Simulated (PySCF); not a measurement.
**[Y(NH3)]3+: other functionals and bases at one geometry**

The task here is to estimate one member of a computed series from the others.

Computed with PySCF 2.14.0. Level: several levels, as the steps say, no spin–orbit coupling.

1 further run of the same task is left out (for a known fault of the program).

### Where the work starts

5 atoms, charge 3, spin multiplicity 1.

Bond lengths: Y1–N2 2.268 Å, N2–H3 1.049 Å, N2–H4 1.049 Å, N2–H5 1.049 Å. Angles: Y1–N2–H3 115.8°, Y1–N2–H4 115.8°, Y1–N2–H5 115.8°, H3–N2–H4 102.5°, H3–N2–H5 102.5°, H4–N2–H5 102.5°.

Geometry (Å):

```xyz
5

Y     0.00000    0.00000   -0.28860
N     0.00000    0.00000    1.97976
H     0.94437    0.00004    2.43636
H    -0.47221    0.81783    2.43636
H    -0.47215   -0.81786    2.43636
```

Formal oxidation states: Y +3. An earlier session relaxed this geometry at PBE0, Y def2-SVP with ECP28, N def2-SVP, H def2-SVP (singlet, point group C3v).

At PBE0 on the finer grid: E = -93.424782 Eh, HOMO -28.26 eV, LUMO -20.86 eV, Mulliken charge on Y1 +2.40 e, largest force component 0.008 eV/Å. 

Levels to run: TPSS; revPBE; PBE0, TZVP. Hardware: 2 threads of Arm Neoverse N1, shared host.

The first run:

The input, run.py (the lines that set the calculation):

```python
mol = gto.M(atom='''
Y      0.00000     0.00000    -0.28860
N      0.00000     0.00000     1.97976
H      0.94437     0.00004     2.43636
H     -0.47221     0.81783     2.43636
H     -0.47215    -0.81786     2.43636''',
    basis={'Y': 'def2-SVP', 'N': 'def2-SVP', 'H': 'def2-SVP'},
    ecp={'Y': 'def2-SVP'},
    charge=3, spin=0)
mf = dft.RKS(mol, xc='TPSS')
mf.grids.atom_grid = (75, 302)
mf = mf.density_fit()  # fitting sets: Y def2-universal-JKFIT, N def2-universal-JKFIT, H def2-universal-JKFIT
mf.conv_tol = 1e-08; mf.max_cycle = 55
mf.kernel(dm0)  # dm0: the density of the relaxed state
```

The run is started by

```bash
$ OMP_NUM_THREADS=2 python run.py
```

Among the steps run: TPSS; revPBE; PBE0, TZVP.

One table of the session follows, with a row left open; its other results are not shown here.

| level | HOMO (eV) | gap (eV) | charge on Y1 (e) | dipole (D) | largest force component (eV/Å) |
| --- | --- | --- | --- | --- | --- |
| PBE0 (relaxed here) | -28.26 | 7.40 | 2.40 | 1.87 | 0.01 |
| TPSS | ? | ? | ? | ? | ? |
| revPBE | -26.85 | 4.87 | 2.35 | 2.20 | 0.36 |
| PBE0, TZVP | -28.19 | 7.34 | 2.47 | 1.91 | 0.37 |

Q: Estimate the row for TPSS from the others.

As computed: HOMO (eV): -26.90; gap (eV): 5.13; charge on Y1 (e): 2.37; dipole (D): 2.06; largest force component (eV/Å): 0.27. In the column «HOMO (eV)» it lies between PBE0, TZVP (-28.19) and revPBE (-26.85).

The dipole of a charged species depends on the origin, so these sizes hold for this origin alone.

In one basis the HOMO–LUMO gap runs from 4.87 eV (revPBE) to 7.40 eV (PBE0). The largest leftover force, 0.37 eV/Å with PBE0, TZVP, stands at a geometry relaxed at another level. Total energies of different levels can't be compared.
